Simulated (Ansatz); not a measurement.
# C4H4F4: the cost of one run

The runs use Ansatz 0.2.0, Gaussian basis; the settings change from run to run.

## Step 1: The relaxed structure

The structure was relaxed beforehand with PBE0-D4 in a triple-zeta def2 set.

12 atoms, charge 0, spin multiplicity 1.

Atoms are counted from 1 here; the program's logs count them from 0.

Bond lengths: F1–C2 1.368 Å, C2–C3 1.484 Å, C2–H9 1.098 Å, C2–H10 1.098 Å, C3–C4 1.325 Å, C3–H11 1.088 Å, C4–C5 1.500 Å, C4–H12 1.083 Å, C5–F6 1.337 Å, C5–F7 1.337 Å, C5–F8 1.345 Å. Angles: F1–C2–C3 114.3°, F1–C2–H9 108.3°, F1–C2–H10 108.3°, C3–C2–H9 109.1°, C3–C2–H10 109.1°, H9–C2–H10 107.5°, C2–C3–C4 131.1°, C2–C3–H11 112.2°, C4–C3–H11 116.7°, C3–C4–C5 128.0°, C3–C4–H12 119.0°, C5–C4–H12 113.0°, C4–C5–F6 113.2°, C4–C5–F7 113.2°, C4–C5–F8 108.9°, F6–C5–F7 107.7°, F6–C5–F8 106.8°, F7–C5–F8 106.8°.

Geometry (Å):

```xyz
12

F    -0.0622    1.7891   -0.6405
C     1.1346    1.1752   -0.3936
C     1.0152   -0.2189    0.1004
C    -0.0499   -0.9690    0.3448
C    -1.4958   -0.6016    0.1838
F    -1.8249   -0.3016   -1.0767
F    -1.8666    0.4251    0.9553
F    -2.2557   -1.6513    0.5436
H     1.7217    1.1789   -1.3209
H     1.6826    1.7728    0.3462
H     1.9862   -0.6746    0.2834
H     0.0916   -1.9795    0.7081
```

## Step 2: RPA/def2-TZVPP

This run has unrestricted orbitals, correlated electrons set to outside_noble_gas.

File in.yaml:

```yaml
crystal:
  periodic: [false, false, false]
  atoms:
    - {symbol: F, position_ang: [-0.062215, 1.789126, -0.640460]}
    - {symbol: C, position_ang: [1.134577, 1.175244, -0.393606]}
    - {symbol: C, position_ang: [1.015182, -0.218900, 0.100360]}
    - {symbol: C, position_ang: [-0.049874, -0.968968, 0.344828]}
    - {symbol: C, position_ang: [-1.495764, -0.601622, 0.183812]}
    - {symbol: F, position_ang: [-1.824854, -0.301584, -1.076660]}
    - {symbol: F, position_ang: [-1.866555, 0.425140, 0.955343]}
    - {symbol: F, position_ang: [-2.255667, -1.651278, 0.543581]}
    - {symbol: H, position_ang: [1.721667, 1.178878, -1.320917]}
    - {symbol: H, position_ang: [1.682559, 1.772843, 0.346154]}
    - {symbol: H, position_ang: [1.986207, -0.674554, 0.283377]}
    - {symbol: H, position_ang: [0.091638, -1.979526, 0.708088]}
basis:
  gaussian: {orbitals: def2-TZVPP}
magnetization: {spin_polarized: true, initial_magnetization: 0}
hamiltonian: {xc: {name: PBE0}}
correlation: {method: rpa, electrons: outside_noble_gas}
```

The run is started by

```
$ ansatz run in.yaml --threads 4 --pin off --events-out ev --progress --plain --max-ram 11315MiB
```

Q: Estimate wall time and peak memory on 4 threads of Arm Neoverse V2, shared host.

About 21 s, with a peak of 1.3 GiB.
